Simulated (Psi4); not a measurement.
# BNH2F2 (SMILES NB(F)F) at CEPA(1)/6-31+G(d) (Cartesian functions)

What is the energy difference between two shapes of BNH2F2 at CEPA(1)/6-31+G* (Cartesian functions)? 

The calculation is run with Psi4 1.11.

1 further run of the same task is left out (set aside as unsound or not needed).

**1. The structure to begin with**

The species is BNH2F2 (6 atoms), meant as a singlet with charge 0. SMILES: `NB(F)F`. Geometry: relaxed at PBE0-D4/def2-TZVP.

Bond lengths: N1–B2 1.392 Å, B2–F3 1.330 Å, B2–F4 1.330 Å, N1–H5 1.003 Å, N1–H6 1.003 Å. Angles: N1–B2–F3 121.2°, N1–B2–F4 121.2°, F3–B2–F4 117.6°, B2–N1–H5 122.4°, B2–N1–H6 122.4°, H5–N1–H6 115.2°.

**2. The energy at CEPA(1)/6-31+G(d) (Cartesian functions)**

Contents of input.json:

```json
{
 "schema_name": "qcschema_input",
 "schema_version": 1,
 "molecule": {
  "schema_name": "qcschema_molecule",
  "schema_version": 2,
  "symbols": ["N", "B", "F", "F", "H", "H"],
  "geometry": [-0.39816529, 1.29937568, -0.29630906, 0.36906351, -1.16161465, 0.22903481, -1.26120322, -2.88391104, 1.05881355, 2.75843322, -1.87423037, -0.08069131, 0.8031336, 2.62577445, -0.92350916, -2.19170436, 1.87347448, -0.07445521],
  "molecular_charge": 0,
  "molecular_multiplicity": 1
 },
 "driver": "energy",
 "model": {
  "method": "cepa(1)",
  "basis": "6-31+G*"
 },
 "keywords": {
  "scf_type": "pk",
  "freeze_core": true
 }
}
```

Started as:

```
$ psi4 --qcschema input.json -n 1 --memory 1600MB
```

stdout:

```text
[...]
  Running in c1 symmetry.
[...]
  Nuclear repulsion =  112.807430897281947
[...]
  Multiplicity = 1
[...]
  Nalpha       = 16
  Nbeta        = 16
[...]
    Number of basis functions: 80
[...]
   @RHF iter   1:  -279.24948774453975   -9.32857e-01   6.84478e-03 DIIS/ADIIS
[...]
   @RHF iter  10:  -279.36705458477843   -1.81331e-11   9.60793e-09 DIIS
[...]
    Orbital Energies [Eh]
    ---------------------
    Doubly Occupied:
       1A    -26.316109     2A    -26.316097     3A    -15.581625
       4A     -7.714624     5A     -1.634563     6A     -1.603905
       7A     -1.187869     8A     -0.810474     9A     -0.764558
      10A     -0.743333    11A     -0.705612    12A     -0.685624
      13A     -0.651744    14A     -0.634829    15A     -0.627577
      16A     -0.454462
[...]
  @RHF Final Energy:  -279.36705458477843
   => Energetics <=
    Nuclear Repulsion Energy =            112.8074308972819466
    One-Electron Energy =                -611.4829592892706387
    Two-Electron Energy =                 219.3084738072102482
    Total Energy =                       -279.3670545847784297
[...]
 Multipole Moments:
 ------------------------------------------------------------------------------------
     Multipole            Electronic (a.u.)      Nuclear  (a.u.)        Total (a.u.)
 ------------------------------------------------------------------------------------
 L = 1.  Multiply by 2.5417464519 to convert [e a0] to [Debye]
 Dipole X            :          1.0955988           -1.4206992           -0.3251005
 Dipole Y            :         -3.5145378            4.5574873            1.0429495
 Dipole Z            :          0.7501926           -0.9727998           -0.2226071
 Magnitude           :                                                    1.1148937
[...]
      * SCS-MP2 total energy:                 -279.934118348496
[...]
      * MP2 total energy:                     -279.955705565777
[...]
```

The result, in JSON:

```text
{
 "driver": "energy",
 "model": {
  "method": "cepa(1)",
  "basis": "6-31+G*"
 },
 "success": true,
 "return_result": -279.9715658625555,
 "properties": {
  "calcinfo_nbasis": 80,
  "calcinfo_nmo": 80,
  "calcinfo_nalpha": 16,
  "calcinfo_nbeta": 16,
  "calcinfo_natom": 6,
  "nuclear_repulsion_energy": 112.80743089728195,
  "return_energy": -279.9715658625555,
  "scf_one_electron_energy": -611.4829592892706,
  "scf_two_electron_energy": 219.30847380721025,
  "scf_dipole_moment": [-0.32510046164234385, 1.042949477361157, -0.2226071302052215],
  "scf_total_energy": -279.36705458477843,
  "scf_iterations": 10,
  "mp2_same_spin_correlation_energy": -0.16075086170891698,
  "mp2_opposite_spin_correlation_energy": -0.42790011928998417,
  "mp2_singles_energy": 0.0,
  "mp2_doubles_energy": -0.5886509809989011,
  "mp2_correlation_energy": -0.5886509809989011,
  "mp2_total_energy": -279.95570556577735
 }
}
```

Wall time 8.1 s (1 thread of Intel Xeon Platinum 8488C (Sapphire Rapids), shared host); peak memory 0.48 GiB.

**3. The distorted shape, same level**

Contents of bf2h2n.in:

```
memory 1.6 GB

molecule {
  N     -0.165384     0.578650    -0.100569
  B      0.268292    -0.675934     0.082819
  F     -0.647973    -1.571338     0.545911
  F      1.435478    -0.944324    -0.077291
  H      0.331941     1.377289    -0.435217
  H     -1.170729     0.963629     0.042460
}

set globals {
  basis 6-31+G*
  scf_type pk
  freeze_core true
}

e_tot = energy('cepa(1)')
```

Started as:

```
$ psi4 -n 1 bf2h2n.in bf2h2n.out
```

bf2h2n.out:

```text
[...]
  Running in c1 symmetry.
[...]
  Nuclear repulsion =  116.036762201562851
[...]
  Multiplicity = 1
[...]
  Nalpha       = 16
  Nbeta        = 16
[...]
    Number of basis functions: 80
[...]
   @RHF iter   1:  -279.21064371266539   -7.50522e-01   7.00744e-03 ADIIS/DIIS
[...]
   @RHF iter  11:  -279.33763340852403   -7.27596e-12   6.63045e-09 DIIS
[...]
    Orbital Energies [Eh]
    ---------------------
    Doubly Occupied:
       1A    -26.336374     2A    -26.295131     3A    -15.574745
       4A     -7.693635     5A     -1.683432     6A     -1.589597
       7A     -1.179259     8A     -0.834582     9A     -0.771790
      10A     -0.765003    11A     -0.733939    12A     -0.660216
      13A     -0.645220    14A     -0.626828    15A     -0.615509
      16A     -0.450221
[...]
  @RHF Final Energy:  -279.33763340852403
   => Energetics <=
    Nuclear Repulsion Energy =            116.0367622015628513
    One-Electron Energy =                -617.8378289854956620
    Two-Electron Energy =                 222.4634333754087834
    Total Energy =                       -279.3376334085240273
[...]
 Multipole Moments:
 ------------------------------------------------------------------------------------
     Multipole            Electronic (a.u.)      Nuclear  (a.u.)        Total (a.u.)
 ------------------------------------------------------------------------------------
 L = 1.  Multiply by 2.5417464519 to convert [e a0] to [Debye]
 Dipole X            :          1.4659013           -1.5649030           -0.0990017
 Dipole Y            :         -3.5104499            4.5438814            1.0334315
 Dipole Z            :          0.4640339           -0.7696681           -0.3056342
 Magnitude           :                                                    1.0822173
[...]
      * SCS-MP2 total energy:                 -279.902074031011
[...]
      * MP2 total energy:                     -279.923634383475
[...]
```

It took 7.8 s on 1 thread of Intel Xeon Platinum 8488C (Sapphire Rapids), shared host; peak memory 0.48 GiB.

**4. Outcome**

At CEPA(1)/6-31+G* (Cartesian functions), 4 core orbitals frozen:

```
                                                    quantity          value
                                   first shape: total energy  -279.97157 Eh
            first shape: HOMO energy (Hartree–Fock orbitals)      -12.37 eV
            first shape: LUMO energy (Hartree–Fock orbitals)        1.31 eV
          first shape: HOMO–LUMO gap (Hartree–Fock orbitals)       13.67 eV
    first shape: correlation energy (4 core orbitals frozen)     -604.5 mEh
                               distorted shape: total energy  -279.94009 Eh
        distorted shape: HOMO energy (Hartree–Fock orbitals)      -12.25 eV
        distorted shape: LUMO energy (Hartree–Fock orbitals)        1.32 eV
      distorted shape: HOMO–LUMO gap (Hartree–Fock orbitals)       13.57 eV
distorted shape: correlation energy (4 core orbitals frozen)     -602.5 mEh
                      energy change with the atoms displaced       0.857 eV
```

What this shows: With the atoms displaced the energy rises by 0.86 eV (82.6 kJ/mol). The first shape isn't relaxed at this level, so the change isn't measured from a minimum.
